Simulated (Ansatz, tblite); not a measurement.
# The cluster Ge₃Se₃: a ladder of methods and basis sets

Aim: run the singlet of the cluster Ge₃Se₃ at one geometry on many levels, and compare frontier levels, spin and run time.

Program: Ansatz 0.2.0, Gaussian basis. Level of theory: as each input shows. These are calculated values, not measurements.

Plan: GFN1-xTB, GFN2-xTB, PBE-D4/def2-TZVP, r2SCAN-D4/def2-TZVP, ωB97X-V/def2-TZVP, B3LYP-D4/def2-TZVP, LC-ωPBE(0.10)/def2-SVP, LC-ωPBE(0.15)/def2-SVP, LC-ωPBE(0.20)/def2-SVP, LC-ωPBE(0.30)/def2-SVP, PBE-D4/def2-SVP, PBE0-D4/def2-SVP, HF/STO-3G, HF/6-31G, B3LYP-D4/6-31G, PBE0-D4/def2-TZVPD, PBE-D4/def2-TZVPD, r2SCAN-D4/def2-TZVPD, MP2/def2-TZVP, RPA/def2-TZVP.

3 further runs of the same task are left out: 3 set aside as unsound or not needed.

**1. The relaxed structure**

The singlet was relaxed beforehand with PBE0-D4/def2-SVP. At that level it is the lowest of the isomers that a small search found.

6 atoms, charge 0, spin multiplicity 1.

Bond lengths: Ge1–Se4 2.410 Å, Ge1–Se5 2.655 Å, Ge1–Se6 2.655 Å, Ge2–Se5 2.418 Å, Ge2–Se6 2.418 Å, Ge3–Se4 2.410 Å, Ge3–Se5 2.655 Å, Ge3–Se6 2.655 Å. Angles: Se4–Ge1–Se5 95.7°, Se4–Ge1–Se6 95.7°, Se5–Ge1–Se6 79.3°, Se5–Ge2–Se6 89.0°, Se4–Ge3–Se5 95.7°, Se4–Ge3–Se6 95.7°, Se5–Ge3–Se6 79.3°, Ge1–Se4–Ge3 74.3°, Ge1–Se5–Ge2 86.4°, Ge1–Se5–Ge3 66.5°, Ge2–Se5–Ge3 86.5°, Ge1–Se6–Ge2 86.4°, Ge1–Se6–Ge3 66.5°, Ge2–Se6–Ge3 86.5°.

PBE0-D4/def2-TZVP was run before; its log isn't repeated, and its numbers join the tables.

**2. GFN1-xTB**

Tight binding, by tblite at 300 K electronic temperature and without a spin-polarisation term:

```python
tblite.interface.Calculator('GFN1-xTB', numbers, positions, charge=0, uhf=0).singlepoint()
```

Energy -412.3345 eV, HOMO -9.18 eV, LUMO -7.41 eV; 0.007 s.

**3. GFN2-xTB**

Tight binding, by tblite at 300 K electronic temperature and without a spin-polarisation term:

```python
tblite.interface.Calculator('GFN2-xTB', numbers, positions, charge=0, uhf=0).singlepoint()
```

Energy -423.4897 eV, HOMO -10.42 eV, LUMO -8.70 eV; 0.009 s.

**4. PBE-D4/def2-TZVP**

start.molden holds the orbitals of an earlier run on this state, given as this run's starting guess.

Contents of in.yaml:

```yaml
crystal:
  periodic: [false, false, false]
  atoms:
    - {symbol: Ge, position_ang: [0.520622, -0.742058, 1.329304]}
    - {symbol: Ge, position_ang: [0.700655, -1.044267, -2.130655]}
    - {symbol: Ge, position_ang: [-0.908169, 1.319770, -0.150157]}
    - {symbol: Se, position_ang: [-0.737338, 1.098789, 2.243626]}
    - {symbol: Se, position_ang: [-1.184493, -1.275951, -0.634875]}
    - {symbol: Se, position_ang: [1.608723, 0.643718, -0.657242]}
basis:
  gaussian: {orbitals: def2-TZVP, initial_orbitals: start.molden}
hamiltonian: {xc: pbe, dispersion: d4}
scf: {omitted_lower_state_checks: [starts]}
output: {forces: true, orbitals: {seedname: orbitals}}
```

Started as:

```
$ ansatz run in.yaml --threads 4 --pin off --events-out ev --progress --plain --max-ram 8704MiB
```

After this run come: r2SCAN-D4/def2-TZVP; ωB97X-V/def2-TZVP; B3LYP-D4/def2-TZVP; LC-ωPBE(0.10)/def2-SVP; LC-ωPBE(0.15)/def2-SVP; LC-ωPBE(0.20)/def2-SVP; LC-ωPBE(0.30)/def2-SVP; PBE-D4/def2-SVP; PBE0-D4/def2-SVP; HF/STO-3G; HF/6-31G; B3LYP-D4/6-31G; PBE0-D4/def2-TZVPD; PBE-D4/def2-TZVPD; r2SCAN-D4/def2-TZVPD; MP2/def2-TZVP; RPA/def2-TZVP.

**Question.** What will the summary of the whole plan be? Wanted: gap in def2-TZVP, named functionals, smallest and largest; gap over the ω; correlation energy, MP2/def2-TZVP; binding an atom, functionals in def2-TZVP; PBE0 total energy, smallest basis above largest.

As calculated:

| quantity | value |
| --- | --- |
| gap in def2-TZVP, named functionals, smallest and largest | 1.89 eV (PBE-D4), 6.89 eV (ωB97X-V) |
| gap over the ω (1/bohr) | 4.57 eV at 0.1, 6.76 eV at 0.3 |
| correlation energy, MP2/def2-TZVP | -41.20 eV |
| binding an atom, functionals in def2-TZVP | 3.04 (ωB97X-V) to 3.30 eV (PBE-D4) |
| PBE0 total energy, smallest basis above largest | 45.43 eV (def2-SVP, def2-TZVPD) |

Orbital gaps of the named functionals in def2-TZVP span 1.89 eV (PBE-D4) to 6.89 eV (ωB97X-V); exact exchange widens it. Raising the ω (1/bohr) from 0.1 to 0.3 moves the HOMO by -1.26 eV and the LUMO by +0.92 eV.
